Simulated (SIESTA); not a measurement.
YTiF5:

```
CELL_PARAMETERS angstrom
-2.09554 3.47800 4.21556
2.09554 -3.47800 4.21556
2.09554 3.47800 -4.21556
ATOMIC_POSITIONS crystal
Y 0.50000 0.50000 0.00000
Ti 0.00000 0.00000 0.00000
F 0.50000 0.00000 0.50000
F 0.76085 0.76085 0.00000
F 0.23915 0.23915 0.00000
F 0.18102 0.50000 0.68102
F 0.81898 0.50000 0.31898
```

The cell comes from a database or a generator and needn't be the stable form of this composition.

```yaml
Program: SIESTA 5.4.2
Task: single point
Functional: PBE
Potentials_or_basis: PseudoDojo 0.4 standard (PBE files)
Basis: DZP (energy shift 0.003 Ry; two zetas on semicore shells)
Grid_cutoff: 800 Ry
Energy_shift: 0.003 Ry
k_mesh: 8 × 8 × 8
Occupations: fermi-dirac, width 0.05 eV
Spin: no spin polarisation
```

On this cell: pressure -0.2 GPa; largest force 0.754 eV/Å; band gap on the k mesh none (metal or under the smearing width).

The same run follows on a disturbed copy (atoms moved at random, drawn with an rms of 0.05 Å):

```
Y Ti F
1.0
    -2.09554    3.47800    4.21556
     2.09554   -3.47800    4.21556
     2.09554    3.47800   -4.21556
Y Ti F
1 1 5
Direct
  0.48746 0.49663 0.99704
  0.00475 0.01060 0.00940
  0.50511 0.00254 0.49926
  0.76184 0.76283 0.99881
  0.23745 0.23891 0.00072
  0.17559 0.50738 0.69368
  0.81856 0.51564 0.33594
```

Task: What changes?

Result: The energy (extrapolated to zero smearing) moves by +5.0 meV/atom; pressure -0.2 GPa; largest force 1.107 eV/Å; band gap on the k mesh none (metal or under the smearing width).

Forces in eV/Å, atoms in the order of the input:
```
Y   -0.385  0.534  0.889
Ti  -0.047 -0.191 -0.839
F    0.434  0.080  0.034
F    0.051 -0.006  0.468
F    0.029  0.031 -0.718
F   -0.041 -0.625  0.108
F   -0.041  0.176  0.056
```

Stress tensor (GPa, compression positive):
```
 0.51 -0.09  0.00
-0.09 -0.35 -0.12
 0.00 -0.12 -0.75
```

Caveats: the basis of atomic orbitals isn't converged, which shifts pressures, moduli and gaps; semilocal functionals often make such compounds metallic where correlation or magnetic order opens a gap, which also shifts bond lengths.
